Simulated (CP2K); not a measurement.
# Bi4Te3 (Pilsenite) (P1) in CP2K: tuning threads

Aim: find the choice of threads that runs Bi4Te3 (Pilsenite) fastest, at PBEsol. This setting moves, with any that are tied to it; all else stays.

Everything below comes from runs of CP2K 2026.2. Logs are shortened: lines on timing, memory, paths and dates and some standing lists are left out, and cuts for length are marked.

## 1. The cell of the first run

The typed cell holds 7 atoms: a = 14.197 Å, b = 14.197 Å, c = 14.197 Å, α = 18.04°, β = 18.04°, γ = 18.04°.

The cell isn't the ideal one: atoms moved at random, drawn with an rms of 0.05 Å.

## 2. With threads 32

bi4te3_tune.inp reads:

```
&GLOBAL
  PROJECT bi4te3_tune
  RUN_TYPE ENERGY_FORCE
  PRINT_LEVEL LOW
&END GLOBAL
&FORCE_EVAL
  METHOD QS
  STRESS_TENSOR ANALYTICAL
  &DFT
    BASIS_SET_FILE_NAME BASIS_MOLOPT
    POTENTIAL_FILE_NAME GTH_POTENTIALS
    &MGRID
      CUTOFF 450
      REL_CUTOFF 60
      NGRIDS 4
    &END MGRID
    &QS
      METHOD GPW
      EPS_DEFAULT 1.0E-10
    &END QS
    &KPOINTS
      SCHEME MONKHORST-PACK 5 5 5
      GAMMA_CENTERED T
      SYMMETRY T
      SYMMETRY_BACKEND SPGLIB
    &END KPOINTS
    &SCF
      SCF_GUESS ATOMIC
      EPS_SCF 1.0E-6
      MAX_SCF 80
      ADDED_MOS 20
      CHOLESKY OFF
      EPS_EIGVAL 1.0E-7
      &DIAGONALIZATION ON
        ALGORITHM STANDARD
      &END DIAGONALIZATION
      &MIXING ON
        METHOD BROYDEN_MIXING
        ALPHA 0.4
        BETA 1.5
        NBUFFER 8
      &END MIXING
      &SMEAR ON
        METHOD FERMI_DIRAC
        ELECTRONIC_TEMPERATURE 300.56
      &END SMEAR
    &END SCF
    &XC
      &XC_FUNCTIONAL
        &GGA_X_PBE_SOL
        &END GGA_X_PBE_SOL
        &GGA_C_PBE_SOL
        &END GGA_C_PBE_SOL
      &END XC_FUNCTIONAL
    &END XC
    &PRINT
      &KPOINTS ON
      &END KPOINTS
      &MULLIKEN ON
      &END MULLIKEN
      &MO ON
        ENERGIES T
        OCCUPATION_NUMBERS T
        &EACH
          QS_SCF 0
        &END EACH
        ADD_LAST NUMERIC
      &END MO
    &END PRINT
  &END DFT
  &SUBSYS
    &CELL
      ABC 14.1971779160 14.1971779160 14.1971779160
      ALPHA_BETA_GAMMA 18.0373641018 18.0373641020 18.0373641014
      PERIODIC XYZ
    &END CELL
    &COORD
      SCALED
      Bi  0.8635100000 0.8459540000 0.8521480000
      Bi  0.1466850000 0.1460040000 0.1431400000
      Bi  0.2741180000 0.2904830000 0.2836950000
      Bi  0.7193970000 0.7233300000 0.7087210000
      Te  0.5804920000 0.5670880000 0.5733740000
      Te  0.4298950000 0.4270060000 0.4213570000
      Te  0.0003460000 0.0020300000 -0.0025810000
    &END COORD
    &KIND Bi
      BASIS_SET DZVP-MOLOPT-SR-GTH-q5
      POTENTIAL GTH-PBE-q5
    &END KIND
    &KIND Te
      BASIS_SET DZVP-MOLOPT-SR-GTH-q6
      POTENTIAL GTH-PBE-q6
    &END KIND
    &PRINT
      &ATOMIC_COORDINATES ON
      &END ATOMIC_COORDINATES
      &CELL ON
      &END CELL
    &END PRINT
  &END SUBSYS
  &PRINT
    &FORCES ON
    &END FORCES
    &STRESS_TENSOR ON
    &END STRESS_TENSOR
  &END PRINT
&END FORCE_EVAL
```

Potentials or basis: GTH_POTENTIALS Bi GTH-PBE-q5, Te GTH-PBE-q6; DZVP-MOLOPT-SR-GTH basis.

Command:

```bash
$ OMP_NUM_THREADS=32 cp2k.psmp -i bi4te3_tune.inp -o bi4te3_tune.out
```

bi4te3_tune.out:

```text

 CP2K| version string:                                       CP2K version 2026.2
 CP2K| Input file name                                           bi4te3_tune.inp

 GLOBAL| Force Environment number                                              1
 GLOBAL| Basis set file name                                        BASIS_MOLOPT
 GLOBAL| Potential file name                                      GTH_POTENTIALS
 GLOBAL| MM Potential file name                                     MM_POTENTIAL
 GLOBAL| Coordinate file name                                      __STD_INPUT__
 GLOBAL| Method name                                                        CP2K
 GLOBAL| Project name                                                bi4te3_tune
 GLOBAL| Run type                                                   ENERGY_FORCE
 GLOBAL| FFT library                                                       FFTW3
 GLOBAL| Diagonalization library                                       ScaLAPACK
 GLOBAL| Cholesky decomposition library                                ScaLAPACK
 GLOBAL| DGEMM library                                                      BLAS
 GLOBAL| Direct generalized diagonalization requested                          F
 GLOBAL| Matrix multiplication library                                 ScaLAPACK
 GLOBAL| Global print level                                                  LOW
 GLOBAL| Total number of message passing processes                             1
 GLOBAL| Number of threads for this process                                   32
 GLOBAL| CPU model name                                                  UNKNOWN

 CELL| Volume [angstrom^3]:                                           239.559937
 CELL| Vector a [angstrom]:      14.197     0.000     0.000   |a| =    14.197178
 CELL| Vector b [angstrom]:      13.499     4.396     0.000   |b| =    14.197178
 CELL| Vector c [angstrom]:      13.499     2.143     3.838   |c| =    14.197178
 CELL| Angle (b,c), alpha [degree]:                                    18.037364
 CELL| Angle (a,c), beta  [degree]:                                    18.037364
 CELL| Angle (a,b), gamma [degree]:                                    18.037364
 CELL| Numerically orthorhombic:                                              NO
 CELL| Periodicity                                                           XYZ

 CELL_REF| Volume [angstrom^3]:                                       239.559937
 CELL_REF| Vector a [angstrom    14.197     0.000     0.000   |a| =    14.197178
 CELL_REF| Vector b [angstrom    13.499     4.396     0.000   |b| =    14.197178
 CELL_REF| Vector c [angstrom    13.499     2.143     3.838   |c| =    14.197178
 CELL_REF| Angle (b,c), alpha [degree]:                                18.037364
 CELL_REF| Angle (a,c), beta  [degree]:                                18.037364
 CELL_REF| Angle (a,b), gamma [degree]:                                18.037364
 CELL_REF| Numerically orthorhombic:                                          NO
 CELL_REF| Periodicity                                                       XYZ
[... 9 lines left out ...]
 TOTAL NUMBERS AND MAXIMUM NUMBERS

  Total number of            - Atomic kinds:                                   2
                             - Atoms:                                          7
                             - Shell sets:                                     7
                             - Shells:                                        35
                             - Primitive Cartesian functions:                 35
                             - Cartesian basis functions:                     98
                             - Spherical basis functions:                     91

  Maximum angular momentum of- Orbital basis functions:                        2
                             - Local part of the GTH pseudopotential:          0
                             - Non-local part of the GTH pseudopotential:      4

 MODULE QUICKSTEP: ATOMIC COORDINATES IN ANGSTROM

   Atom Kind Element         X             Y             Z       Z(eff)     Mass
      1    1 Bi   83     35.182856      5.544617      3.270937   5.0000 208.9804
      2    1 Bi   83      5.985799      0.948524      0.549437   5.0000 208.9804
      3    1 Bi   83     11.642792      1.884805      1.088952   5.0000 208.9804
[... 106 lines left out ...]
     9 Broy./Diag. 0.40E+00    8.9     0.00031395       -46.5657857929 -2.80E-04
    10 Broy./Diag. 0.40E+00    9.4     0.00025065       -46.5698040376 -4.02E-03
    11 Broy./Diag. 0.40E+00    9.4     0.00012219       -46.5709906771 -1.19E-03
    12 Broy./Diag. 0.40E+00    9.4     0.00002521       -46.5714473520 -4.57E-04
    13 Broy./Diag. 0.40E+00    9.4     0.00002987       -46.5715905729 -1.43E-04
    14 Broy./Diag. 0.40E+00    9.4     0.00000677       -46.5715790985  1.15E-05
    15 Broy./Diag. 0.40E+00    9.4     0.00000277       -46.5715660405  1.31E-05
    16 Broy./Diag. 0.40E+00    9.4     0.00000175       -46.5715623267  3.71E-06
    17 Broy./Diag. 0.40E+00    9.4     0.00000047       -46.5715592535  3.07E-06

  *** SCF run converged in    17 steps ***

  Electronic density on regular grids:        -38.0000000000       -0.0000000000
  Core density on regular grids:               37.9999999873       -0.0000000127
  Total charge density on r-space grids:       -0.0000000127
  Total charge density g-space grids:          -0.0000000127

  Overlap energy of the core charge distribution:               0.00000000013818
  Self energy of the core charge distribution:                -99.61199919943427
  Core Hamiltonian energy:                                     19.74757588536093
  Hartree energy:                                              43.98663672689390
  Exchange-correlation energy:                                -10.69376960730288
  Electronic entropic energy:                                  -0.00000305916687
  Fermi energy:                                                 0.17191407832099

  Total energy:                                               -46.57155925350779
  Total energy (extrapolated to T->0):                        -46.57155772392435

 MO| EIGENVALUES AND OCCUPATION NUMBERS FOR K POINT 1
 MO|
 MO|  Index      Eigenvalue [a.u.]        Eigenvalue [eV]             Occupation
 MO|      1              -0.315495              -8.585063               2.000000
 MO|      2              -0.310412              -8.446741               2.000000
 MO|      3              -0.274404              -7.466908               2.000000
 MO|      4              -0.248921              -6.773482               2.000000
 MO|      5              -0.184107              -5.009803               2.000000
 MO|      6              -0.165912              -4.514698               2.000000
[... 571 lines left out ...]
 MO|     38               0.554804              15.096971               0.000000
 MO|     39               0.564782              15.368506               0.000000
 MO| Sum:                                                              38.000000
 MO| E(Fermi):            0.171914 a.u.          4.678020 eV
 MO| Band gap:            0.081493 a.u.          2.217541 eV

 MO| EIGENVALUES AND OCCUPATION NUMBERS FOR K POINT 14
 MO|
 MO|  Index      Eigenvalue [a.u.]        Eigenvalue [eV]             Occupation
 MO|      1              -0.251070              -6.831955               2.000000
 MO|      2              -0.247030              -6.722018               2.000000
 MO|      3              -0.237533              -6.463602               2.000000
 MO|      4              -0.229312              -6.239898               2.000000
 MO|      5              -0.224293              -6.103316               2.000000
 MO|      6              -0.210146              -5.718363               2.000000
[... 31 lines left out ...]
 MO|     38               0.555817              15.124549               0.000000
 MO|     39               0.564406              15.358265               0.000000
 MO| Sum:                                                              38.000000
 MO| E(Fermi):            0.171914 a.u.          4.678020 eV

 [... the levels of further k-points ...]

 !-----------------------------------------------------------------------------!
                     Mulliken Population Analysis

 #  Atom  Element  Kind  Atomic population                           Net charge
       1     Bi       1          5.026317                             -0.026317
       2     Bi       1          5.034236                             -0.034236
       3     Bi       1          4.885734                              0.114266
       4     Bi       1          4.885415                              0.114585
       5     Te       2          6.023032                             -0.023032
       6     Te       2          6.023070                             -0.023070
       7     Te       2          6.122196                             -0.122196
 # Total charge                             38.000000                  0.000000

 !-----------------------------------------------------------------------------!

 ENERGY| Total FORCE_EVAL ( QS ) energy [hartree]            -46.571554770107994

 FORCES| Atomic forces [hartree/bohr]
 FORCES|   Atom     x               y               z               |f|
 FORCES|      1 -8.85832581E-03  1.62218583E-03 -8.14179521E-04   9.04236204E-03
 FORCES|      2  9.68833579E-03 -1.42283395E-03  8.27381124E-04   9.82714945E-03
 FORCES|      3  5.60447534E-03 -2.24327167E-03 -2.21207391E-04   6.04080659E-03
 FORCES|      4 -5.63828634E-03 -8.40517075E-04  3.97792059E-04   5.71445363E-03
 FORCES|      5  5.79126686E-03  4.22176651E-03  8.05572105E-04   7.21186735E-03
 FORCES|      6 -6.64723485E-03 -7.26475568E-04 -9.60704311E-04   6.75547560E-03
 FORCES|      7  5.89935405E-05 -6.08950285E-04 -3.49402206E-05   6.12798096E-04
 FORCES| Sum    -7.75471516E-07  1.90378924E-06 -2.86154281E-07
 FORCES| Total atomic force                                       2.07548881E-06

 STRESS| Analytical stress tensor [bar]
 STRESS|                        x                   y                   z
 STRESS|      x       -3.05393291516E+03  -1.38893979272E+03  -1.24127532354E+03
 STRESS|      y       -1.38893979272E+03   5.65355733487E+03  -2.17331108475E+02
 STRESS|      z       -1.24127532354E+03  -2.17331108475E+02   5.28234660935E+03
 STRESS| 1/3 Trace                                             2.62732367635E+03
 STRESS| Determinant                                          -1.10709198764E+11

 STRESS| Eigenvectors and eigenvalues of the analytical stress tensor [bar]
 STRESS|                        1                   2                   3
 STRESS| Eigenvalues  -3.45186632409E+03   5.46272664468E+03   5.87111070847E+03
 STRESS|      x           0.977923530442     -0.149763458166     -0.145727400325
 STRESS|      y           0.152580104291      0.035271154536      0.987661509543
 STRESS|      z           0.142775629509      0.988092532234     -0.057343416033
```

Wall time 2.6 min (32 threads of Arm Neoverse N1, host not shared); peak memory 6.5 GiB.

What came out:

| Property | Result |
| --- | --- |
| Free energy | -1267.2765 eV |
| Pressure | 0.3 GPa |
| Largest force | 0.505 eV/Å |
| Band gap on the k mesh | 0.31 eV, indirect (least direct gap 0.44 eV) |
| Mulliken charges | Bi -0.03, +0.11; Te -0.02, -0.12 e |

## 3. With threads 16

bi4te3_tune.inp is that of step 2.

Potentials or basis: GTH_POTENTIALS Bi GTH-PBE-q5, Te GTH-PBE-q6; DZVP-MOLOPT-SR-GTH basis.

Command:

```bash
$ OMP_NUM_THREADS=16 cp2k.psmp -i bi4te3_tune.inp -o bi4te3_tune.out
```

Run time: 2.5 min. Hardware: 16 threads of Arm Neoverse N1, host not shared; peak memory 5.6 GiB.

It converged, with:

* Free energy: -1267.2765 eV
* Pressure: 0.3 GPa
* Largest force: 0.505 eV/Å
* Band gap on the k mesh: 0.31 eV, indirect (least direct gap 0.44 eV)
* Mulliken charges: Bi -0.03, +0.11; Te -0.02, -0.12 e

## 4. With threads 8

bi4te3_tune.inp is that of step 3.

Command:

```bash
$ OMP_NUM_THREADS=8 cp2k.psmp -i bi4te3_tune.inp -o bi4te3_tune.out
```

Run time: 3 min. Hardware: 8 threads of Arm Neoverse N1, host not shared; peak memory 5.1 GiB.

Results (log left out):

| Property | Result |
| --- | --- |
| Free energy | -1267.2765 eV |
| Pressure | 0.3 GPa |
| Largest force | 0.505 eV/Å |
| Band gap on the k mesh | 0.31 eV, indirect (least direct gap 0.44 eV) |
| Mulliken charges | Bi -0.03, +0.11; Te -0.02, -0.12 e |

## 5. With threads 4

bi4te3_tune.inp is that of step 4.

Command:

```bash
$ OMP_NUM_THREADS=4 cp2k.psmp -i bi4te3_tune.inp -o bi4te3_tune.out
```

Run time: 4.2 min. Hardware: 4 threads of Arm Neoverse N1, host not shared; peak memory 4.9 GiB.

The run converged. Its results:

```
Free energy            : -1267.2765 eV
Pressure               : 0.3 GPa
Largest force          : 0.505 eV/Å
Band gap on the k mesh : 0.31 eV, indirect (least direct gap 0.44 eV)
Mulliken charges       : Bi -0.03, +0.11; Te -0.02, -0.12 e
```

## 6. With threads 2

bi4te3_tune.inp is that of step 5.

Potentials or basis: GTH_POTENTIALS Bi GTH-PBE-q5, Te GTH-PBE-q6; DZVP-MOLOPT-SR-GTH basis.

Command:

```bash
$ OMP_NUM_THREADS=2 cp2k.psmp -i bi4te3_tune.inp -o bi4te3_tune.out
```

It took 6.9 min on 2 threads of Arm Neoverse N1, host not shared; peak memory 4.8 GiB.

Results (log left out):

```
Free energy            : -1267.2765 eV
Pressure               : 0.3 GPa
Largest force          : 0.505 eV/Å
Band gap on the k mesh : 0.31 eV, indirect (least direct gap 0.44 eV)
Mulliken charges       : Bi -0.03, +0.11; Te -0.02, -0.12 e
```

## 7. With threads 1

bi4te3_tune.inp is that of step 6.

Command:

```bash
$ OMP_NUM_THREADS=1 cp2k.psmp -i bi4te3_tune.inp -o bi4te3_tune.out
```

Wall time 12 min (1 thread of Arm Neoverse N1, host not shared); peak memory 4.6 GiB.

The run converged. Its results:

```yaml
Free_energy: -1267.2765 eV
Pressure: 0.3 GPa
Largest_force: 0.505 eV/Å
Band_gap_on_the_k_mesh: 0.31 eV, indirect (least direct gap 0.44 eV)
Mulliken_charges: Bi -0.03, +0.11; Te -0.02, -0.12 e
```

## 8. The series at a glance

```
threads  energy less the last converged row (meV/atom)  SCF cycles  wall time (s)  peak memory (GiB)
     32                                           0.00          17            160                6.5
     16                                           0.00          17            150                5.6
      8                                           0.00          17            180                5.1
      4                                           0.00          17            250                4.9
      2                                           0.00          17            410                4.8
      1                                           0.00          17            740                4.6
```

Fastest here: 16 (150 s), level within noise with 32, 8; slowest of those that converged: 1 (740 s). These are single runs, one after another on one machine, so differences under about a fifth mean little.

Caveats: the potentials were made for another functional, which shifts forces and pressure; spin-orbit coupling is left out, which as a rule narrows the gap of such compounds by several tenths of an eV; an odd mesh through Γ misses points on the zone boundary, where band edges often lie; the basis of atomic orbitals isn't converged, which shifts pressures, moduli and gaps.
